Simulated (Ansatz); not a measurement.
# H11N4O2Ta: the cost of one run

All numbers below are computed with Ansatz 0.2.0 (RKS PBE/def2-SVP).

### 1 Starting point

Bond lengths (14 of 17 bonds, heavy atoms first): Ta1–N2 2.510 Å, Ta1–N5 2.160 Å, Ta1–N8 2.160 Å, Ta1–O11 2.020 Å, Ta1–N13 2.160 Å, Ta1–O16 2.320 Å, N2–H3 1.060 Å, N2–H4 1.060 Å, N5–H6 1.060 Å, N5–H7 1.060 Å, N8–H9 1.060 Å, N8–H10 1.060 Å, O11–H12 1.010 Å, N13–H14 1.060 Å. Angles (14 of 35 angles, heavy atoms first): N2–Ta1–N5 90.0°, N2–Ta1–N8 90.0°, N2–Ta1–O11 120.0°, N2–Ta1–N13 120.0°, N2–Ta1–O16 71.6°, N5–Ta1–N8 180.0°, N5–Ta1–O11 90.0°, N5–Ta1–N13 90.0°, N5–Ta1–O16 59.6°, N8–Ta1–O11 90.0°, N8–Ta1–N13 90.0°, N8–Ta1–O16 120.4°, O11–Ta1–N13 120.0°, O11–Ta1–O16 148.6°.

The coordinates stand in the first input below.

### 2 A restrained relaxation towards end A

Springs on the bonds that form and break draw the guess towards this end; the thresholds are loose.

Contents of input.yaml:

```yaml
crystal:
  periodic: [false, false, false]
  atoms:
    - { symbol: Ta, position_ang: [0.0, 0.0, 0.0] }
    - { symbol: "N", position_ang: [2.51, 0.0, 0.0] }
    - { symbol: H, position_ang: [3.04, -0.5118, 0.762] }
    - { symbol: H, position_ang: [3.04, 0.5118, -0.762] }
    - { symbol: "N", position_ang: [0.0, 0.0, 2.16] }
    - { symbol: H, position_ang: [-0.2456, -0.8845, 2.69] }
    - { symbol: H, position_ang: [0.2456, 0.8845, 2.69] }
    - { symbol: "N", position_ang: [0.0, 0.0, -2.16] }
    - { symbol: H, position_ang: [-0.6116, -0.6845, -2.69] }
    - { symbol: H, position_ang: [0.6116, 0.6845, -2.69] }
    - { symbol: O, position_ang: [-1.01, 1.7493, 0.0] }
    - { symbol: H, position_ang: [-1.4859, 1.8638, 0.8834] }
    - { symbol: "N", position_ang: [-1.08, -1.8706, 0.0] }
    - { symbol: H, position_ang: [-1.8056, -2.0636, 0.7482] }
    - { symbol: H, position_ang: [-0.8844, -2.5955, -0.7482] }
    - { symbol: O, position_ang: [0.7315, -1.8635, 1.1725] }
    - { symbol: H, position_ang: [0.1654, -2.662, 0.9237] }
    - { symbol: H, position_ang: [1.9671, -1.1737, 0.7385] }
basis:
  gaussian: { orbitals: def2-SVP }
hamiltonian:
  xc: pbe
relax:
  f_tol: 0.15
  max_steps: 25
  restrain:
    - { distance: [0, 15], at: 3.22, k: 30.0 }
    - { distance: [17, 1], at: 2.26, k: 30.0 }
    - { distance: [0, 1], at: 2.16, k: 30.0 }
    - { distance: [17, 15], at: 1.01, k: 30.0 }
```

Command:

```console
> ansatz run input.yaml --threads 4 --pin off --max-ram 5120MiB --backend cpu --events-out ev --progress --plain --runs-dir out
```

**Question.** How long does this run take on 4 threads of Arm Neoverse V1, shared host, and how much memory does it need?

About 53 s, with a peak of 0.27 GiB.
